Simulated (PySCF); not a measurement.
# O4W ([WO4]2-): the cost of one run

Programs: PySCF 2.14.0, with routines of our own; each step states its level. All values are computed. Atoms count from 0.

### Step 1. The system as given

5 atoms, charge -2, multiplicity 1; geometry from: GFN2-xTB.

### Step 2. NMR shieldings: KT2/pcJ-1 W:dyall-v2z, spin–orbit

What the job is given:

```
{"job": {"xc": "KT2", "basis": {"default": "pcJ-1", "W": "dyall-v2z"}, "rel": "so", "kind": "hnmr"}, "charge": -2, "multiplicity": 1}
W     -0.000050    -0.000670     0.000130
O      0.011250    -0.018680     1.803500
O      1.696500     0.011620    -0.611290
O     -0.857340     1.476060    -0.581050
O     -0.850360    -1.468330    -0.611300
```

Level: KT2/pcJ-1 W:dyall-v2z GIAO NMR shielding, X2C with spin-orbit coupling, screened-nuclear two-electron part, Gaussian nuclei, gas phase.

Run with:

```sh
$ OMP_NUM_THREADS=1 python heavy_run.py task.json out
```

This one command runs all jobs of the session in turn.

Q: Estimate the wall time and peak memory of this first job on 1 thread of AMD EPYC 9R45, shared host.

About 37 s, with a peak of 1.2 GiB.
